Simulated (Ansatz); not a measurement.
# CH₄BClO₂: a ladder of functionals and wavefunction methods

Aim: compute CH₄BClO₂ with functionals from several rungs and with coupled cluster. The yardstick is the atomisation energy at the CCSD(T) limit.

Program: Ansatz 0.2.0, Gaussian basis. Level of theory: functionals in def2-TZVPP, the program's frozen cores in correlated methods. These are calculated values, not measurements.

The runs, in order: LDA (SPW92), PBE-D4, revPBE-D4, BLYP-D4, r2SCAN-D4, B97M-V, PBE0-D4, B3LYP-D4, r2SCANh-D4, r2SCAN0-D4, HSE06-D4, BHLYP-D4, CAM-B3LYP-D4, LC-ωPBE, ωB97X-V, ωB97M-V, B2PLYP, PBE-QIDH; CCSD(T)/def2-SVP; CCSD(T)/def2-TZVPP; MP2/def2-QZVPP; extrapolation to the limit; RPA on PBE.

## (1) The geometry

The geometry comes from an earlier relaxation with PBE0-D4 in a triple-zeta def2 set; it is a stationary point, not always the lowest conformer.

9 atoms, charge 0, spin multiplicity 1.

Atoms are counted from 1 here; the program's logs count them from 0.

Bond lengths: B1–C2 1.590 Å, B1–Cl5 1.901 Å, B1–H6 1.200 Å, B1–H7 1.200 Å, C2–O3 1.298 Å, C2–O4 1.298 Å, O3–H8 0.970 Å, O4–H9 0.970 Å. Angles: C2–B1–Cl5 93.8°, C2–B1–H6 110.6°, C2–B1–H7 110.6°, Cl5–B1–H6 111.1°, Cl5–B1–H7 111.1°, H6–B1–H7 117.2°, B1–C2–O3 120.6°, B1–C2–O4 120.6°, O3–C2–O4 118.7°, C2–O3–H8 114.8°, C2–O4–H9 114.8°.

As a file:

```xyz
9
charge 0, multiplicity 1
B    -0.08114    0.85686   -0.95816
C    -0.13388   -0.28076    0.15184
O     0.45955   -1.41905   -0.03980
O    -0.71293   -0.06420    1.29306
Cl    1.53628    1.60505   -0.29591
H    -0.99690    1.62091   -0.82430
H     0.07868    0.37807   -2.04699
H     0.50575   -1.99122    0.74191
H    -0.56682   -0.75186    1.96115
```

## (2) LDA

This LDA is Slater exchange with PW92 correlation.

Contents of in.yaml:

```yaml
crystal:
  periodic: [false, false, false]
  atoms:
    - {symbol: B, position_ang: [-0.081137, 0.856855, -0.958158]}
    - {symbol: C, position_ang: [-0.133877, -0.280760, 0.151837]}
    - {symbol: O, position_ang: [0.459553, -1.419048, -0.039796]}
    - {symbol: O, position_ang: [-0.712931, -0.064199, 1.293055]}
    - {symbol: Cl, position_ang: [1.536281, 1.605054, -0.295911]}
    - {symbol: H, position_ang: [-0.996900, 1.620908, -0.824301]}
    - {symbol: H, position_ang: [0.078676, 0.378074, -2.046986]}
    - {symbol: H, position_ang: [0.505752, -1.991223, 0.741908]}
    - {symbol: H, position_ang: [-0.566816, -0.751860, 1.961152]}
basis:
  gaussian: {orbitals: def2-TZVPP}
hamiltonian: {xc: lda}
output: {orbitals: {seedname: orbitals}}
```

On the command line:

```bash
> ansatz run in.yaml --threads 2 --pin off --events-out ev --progress --plain --max-ram 4352MiB
```

Further steps of the session: PBE-D4 (GGA); revPBE-D4 (GGA); BLYP-D4 (GGA); r2SCAN-D4 (meta-GGA); B97M-V (meta-GGA); B3LYP-D4 (hybrid); r2SCANh-D4 (hybrid); r2SCAN0-D4 (hybrid); HSE06-D4 (hybrid); BHLYP-D4 (hybrid); CAM-B3LYP-D4 (range-separated); LC-ωPBE (range-separated); ωB97X-V (range-separated); ωB97M-V (range-separated); B2PLYP (double hybrid); PBE-QIDH (double hybrid); CCSD(T) in def2-SVP; CCSD(T) in def2-TZVPP; MP2 in def2-QZVPP; RPA on PBE orbitals.

**Question.** What will the summary of the whole plan be? Wanted: atomisation energy, CCSD(T)/CBS; farthest beyond LDA; mean size of error, GGA; mean size of error, meta-GGA; mean size of error, hybrid; mean size of error, range-separated; mean size of error, double hybrid; gap, smallest and largest; T1 diagnostic.

**Answer**, as computed:

| quantity | value |
| --- | --- |
| atomisation energy, CCSD(T)/CBS | 3292.9 kJ/mol |
| functionals within 16.5 kJ/mol (0.5 %) | B3LYP-D4, r2SCANh-D4, LC-ωPBE, ωB97X-V, PBE-QIDH |
| farthest beyond LDA | BHLYP-D4 (-138.6 kJ/mol) |
| mean size of error, GGA | 59.7 kJ/mol |
| mean size of error, meta-GGA | 33.4 kJ/mol |
| mean size of error, hybrid | 42.0 kJ/mol |
| mean size of error, range-separated | 16.8 kJ/mol |
| mean size of error, double hybrid | 21.8 kJ/mol |
| gap, smallest and largest | 2.87 eV (LDA (SPW92)), 10.50 eV (LC-ωPBE) |
| T1 diagnostic | 0.0146 |
| triples share of the correlation energy | 4.0 % |

In words: The LDA atomisation energy is off by 616.4 kJ/mol (19 %): it overbinds. PBE-D4 misses by +130.1 kJ/mol. Double hybrids carry the basis error of their MP2 part in triple zeta, and no dispersion term here, so their miss is partly the set-up's. By mean error the best rung here is range-separated (16.8 kJ/mol) and the worst beyond LDA is GGA (59.7 kJ/mol). The gap between the best rungs is small, so their order is not settled. Misses under about 16.5 kJ/mol are within the doubt on the reference itself, which lacks core-valence correlation, relativity and higher excitations. Hartree-Fock recovers 70 % of the binding; the rest is correlation. CCSD(T) in def2-SVP is off by -182.2 kJ/mol, more than most functionals: a good method in a small basis is no reference. Orbital gaps span 2.9 to 10.5 eV; exact exchange widens them.
